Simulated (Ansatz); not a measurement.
# AlF2H3OSi + H2: a complex and its separated parts

The complex below is one end of an elementary step. How strongly is it bound against its free parts?

Program: Ansatz 0.2.0, Gaussian basis. Level of theory: PBE0-D4/def2-TZVP structures, single points in def2-TZVPP, no counterpoise correction. These are calculated values, not measurements.

Levels: SPW92, PBE-D4, BLYP-D4, r2SCAN-D4, B97M-V, PBE0-D4, B3LYP-D4, r2SCAN0-D4, BHLYP-D4, CAM-B3LYP-D4, wB97X-V, wB97M-V, B2PLYP, PBE-QIDH, RPA on PBE, Hartree-Fock, MP2, CCSD, CCSD(T).

Correlated methods freeze the cores. B3LYP uses VWN-RPA correlation. B2PLYP carries no dispersion term here.

94 further runs of the same task are left out: 94 set aside as unsound or not needed.

## (1) The starting structure

The complex: 10 atoms, charge 0, spin multiplicity 1.

Atoms are counted from 1 here; the program's logs count them from 0.

Bond lengths: Al1–F3 1.640 Å, Al1–F4 1.639 Å, Al1–O6 1.663 Å, H2–H5 0.757 Å, O6–Si7 1.626 Å, Si7–H8 1.486 Å, Si7–H9 1.486 Å, Si7–H10 1.486 Å. Angles: F3–Al1–F4 118.0°, F3–Al1–O6 120.7°, F4–Al1–O6 120.3°, Al1–O6–Si7 176.2°, O6–Si7–H8 109.7°, O6–Si7–H9 109.9°, O6–Si7–H10 110.0°, H8–Si7–H9 108.9°, H8–Si7–H10 109.1°, H9–Si7–H10 109.1°.

Coordinates:

```xyz
10
AlF2H5OSi
Al   -1.4189    0.2707   -0.1481
H    -1.7980   -1.8449    0.1584
F    -2.1844   -0.1055   -1.5494
F    -2.3232    0.8412    1.0938
H    -1.4608   -1.6855    0.8166
O     0.2410    0.3465   -0.0802
Si    1.8587    0.5083   -0.0745
H     2.4872   -0.7102   -0.6488
H     2.3446    0.6903    1.3181
H     2.2537    1.6888   -0.8859
```

Its parts: AlF2H3OSi holds atoms 1, 3, 4, 6, 7, 8, 9, 10; H2 holds atoms 2, 5. Each part counts its atoms afresh in its own runs.

## (2) Relaxing AlF2H3OSi alone

The input, relax-a/in.yaml:

```yaml
crystal:
  periodic: [false, false, false]
  atoms:
    - {symbol: Al, position_ang: [-1.418866, 0.270731, -0.148064]}
    - {symbol: F, position_ang: [-2.184379, -0.105487, -1.549369]}
    - {symbol: F, position_ang: [-2.323171, 0.841246, 1.093824]}
    - {symbol: O, position_ang: [0.241012, 0.346540, -0.080247]}
    - {symbol: Si, position_ang: [1.858733, 0.508350, -0.074514]}
    - {symbol: H, position_ang: [2.487212, -0.710216, -0.648761]}
    - {symbol: H, position_ang: [2.344589, 0.690311, 1.318141]}
    - {symbol: H, position_ang: [2.253742, 1.688819, -0.885867]}
basis:
  gaussian: {orbitals: def2-TZVP}
hamiltonian: {xc: pbe0, dispersion: d4}
relax: {f_tol: 0.005, max_steps: 200}
```

Run with:

```
$ ansatz run in.yaml --threads 4 --pin off --events-out ev --progress --plain --max-ram 9574MiB
```

After this run come: Relaxing H2 alone; SPW92/def2-TZVPP; PBE-D4/def2-TZVPP; BLYP-D4/def2-TZVPP; r2SCAN-D4/def2-TZVPP; B97M-V/def2-TZVPP; PBE0-D4/def2-TZVPP; B3LYP-D4/def2-TZVPP; r2SCAN0-D4/def2-TZVPP; BHLYP-D4/def2-TZVPP; CAM-B3LYP-D4/def2-TZVPP; wB97X-V/def2-TZVPP; wB97M-V/def2-TZVPP; B2PLYP/def2-TZVPP; PBE-QIDH/def2-TZVPP; RPA on PBE/def2-TZVPP; CCSD(T)/def2-TZVPP; Vibrations of AlF2H3OSi; Vibrations of H2.

Q: Predict the outcome of this session. Wanted: complex less parts, CCSD(T)/def2-TZVPP; with zero-point energy; largest T1 diagnostic.

The runs gave:

```
                              quantity         value
complex less parts, CCSD(T)/def2-TZVPP  -14.8 kJ/mol
                with zero-point energy   -5.1 kJ/mol
                 largest T1 diagnostic         0.012
```

In words: At CCSD(T) the complex lies 14.8 kJ/mol below its parts. The functionals run from B3LYP-D4, off by +0.9 kJ/mol, to SPW92, off by -19.0 kJ/mol, against CCSD(T). Mean unsigned error by rung: LDA 19.0, GGA 3.6, meta-GGA 3.0, hybrid 3.0, range-separated hybrid 2.7, double hybrid 2.6 kJ/mol. PBE-D4 gives a relative energy 3.6 kJ/mol too low, inside chemical accuracy (1 kcal/mol, 4.2 kJ/mol). The complex's frequency run has imaginary modes: the structure is no minimum, so both the energy and the zero-point correction are in doubt. No counterpoise was applied, and triple zeta lacks some correlation, so the CCSD(T) reference has a basis error of its own, and close matches with it are partly luck.
